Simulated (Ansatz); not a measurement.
# CH8O3Si2: one species, many methods

How much do the methods differ for CH8O3Si2? The plan is to run it at one geometry with functionals of several rungs and with coupled cluster. The yardstick is the atomisation energy at the CCSD(T) limit.

The runs use Ansatz 0.2.0, Gaussian basis; functionals in def2-TZVPP, the program's frozen cores in correlated methods.

Plan: PBE-D4, r2SCAN-D4, PBE0-D4, B3LYP-D4, ωB97X-V, ωB97M-V, B2PLYP; CCSD(T)/def2-TZVPP; MP2/def2-QZVPP; extrapolation to the limit.

### 1 Structure used throughout

An earlier PBE0-D4 in a triple-zeta def2 set relaxation fixed the geometry.

SMILES `C[SiH](O)[SiH](O)O`, 14 atoms, charge 0, spin multiplicity 1.

Atoms are counted from 1 here; the program's logs count them from 0.

Bond lengths: C1–Si2 1.869 Å, C1–H7 1.092 Å, C1–H8 1.094 Å, C1–H9 1.093 Å, Si2–O3 1.668 Å, Si2–Si4 2.348 Å, Si2–H10 1.493 Å, O3–H11 0.958 Å, Si4–O5 1.648 Å, Si4–O6 1.648 Å, Si4–H12 1.488 Å, O5–H13 0.959 Å, O6–H14 0.962 Å. Angles: Si2–C1–H7 111.2°, Si2–C1–H8 110.0°, Si2–C1–H9 111.4°, H7–C1–H8 108.1°, H7–C1–H9 108.3°, H8–C1–H9 107.7°, C1–Si2–O3 111.8°, C1–Si2–Si4 113.8°, C1–Si2–H10 108.2°, O3–Si2–Si4 99.3°, O3–Si2–H10 109.8°, Si4–Si2–H10 113.7°, Si2–O3–H11 118.3°, Si2–Si4–O5 106.8°, Si2–Si4–O6 106.0°, Si2–Si4–H12 117.0°, O5–Si4–O6 113.7°, O5–Si4–H12 109.2° and more.

### 2 PBE-D4 (GGA)

Input file in.yaml:

```yaml
crystal:
  periodic: [false, false, false]
  atoms:
    - {symbol: C, position_ang: [-0.681853, 2.068148, 0.029472]}
    - {symbol: Si, position_ang: [0.101870, 0.509793, 0.699263]}
    - {symbol: O, position_ang: [-0.971669, -0.378176, 1.617007]}
    - {symbol: Si, position_ang: [0.599640, -1.083568, -0.951944]}
    - {symbol: O, position_ang: [2.060800, -1.735586, -0.558670]}
    - {symbol: O, position_ang: [-0.639685, -2.170162, -0.921397]}
    - {symbol: H, position_ang: [-1.553129, 1.838632, -0.588278]}
    - {symbol: H, position_ang: [0.037405, 2.614084, -0.588271]}
    - {symbol: H, position_ang: [-0.998967, 2.734302, 0.836547]}
    - {symbol: H, position_ang: [1.277789, 0.899311, 1.532916]}
    - {symbol: H, position_ang: [-1.240648, -0.027426, 2.467024]}
    - {symbol: H, position_ang: [0.639761, -0.605552, -2.360838]}
    - {symbol: H, position_ang: [2.427569, -2.394528, -1.151086]}
    - {symbol: H, position_ang: [-1.058891, -2.269272, -0.061744]}
basis:
  gaussian: {orbitals: def2-TZVPP}
hamiltonian: {xc: pbe, dispersion: d4}
output: {forces: true, orbitals: {seedname: orbitals}}
```

On the command line:

```console
> ansatz run in.yaml --threads 2 --pin off --events-out ev --progress --plain --max-ram 22528MiB --backend cuda --devices 0, --max-vram 18GiB
```

The runs that follow: r2SCAN-D4 (meta-GGA); PBE0-D4 (hybrid); B3LYP-D4 (hybrid); ωB97X-V (range-separated); ωB97M-V (range-separated); B2PLYP (double hybrid); CCSD(T) in def2-TZVPP; MP2 in def2-QZVPP.

Q: Predict the results of all the runs planned. Wanted: atomisation energy, CCSD(T)/CBS; farthest; mean size of error, hybrid; mean size of error, range-separated; gap, smallest and largest; T1 diagnostic; triples share of the correlation energy.

As calculated:

| quantity | value |
| --- | --- |
| atomisation energy, CCSD(T)/CBS | 5279.6 kJ/mol |
| functionals within 26.4 kJ/mol (0.5 %) | PBE-D4, r2SCAN-D4, ωB97X-V, ωB97M-V |
| farthest | B2PLYP (-91.7 kJ/mol) |
| mean size of error, hybrid | 61.7 kJ/mol |
| mean size of error, range-separated | 11.9 kJ/mol |
| gap, smallest and largest | 5.26 eV (PBE-D4), 11.68 eV (ωB97X-V) |
| T1 diagnostic | 0.0119 |
| triples share of the correlation energy | 3.5 % |

What this shows: PBE-D4 misses by +15.7 kJ/mol. Double hybrids carry the basis error of their MP2 part in triple zeta, and no dispersion term here, so their miss is partly the set-up's. The reference freezes the cores and leaves out relativity and excitations past (T), so misses under about 26.4 kJ/mol can't be ranked. Hartree-Fock recovers 72 % of the binding; the rest is correlation. The gap grows from 5.3 to 11.7 eV across the functionals, mostly with the share of exact exchange.
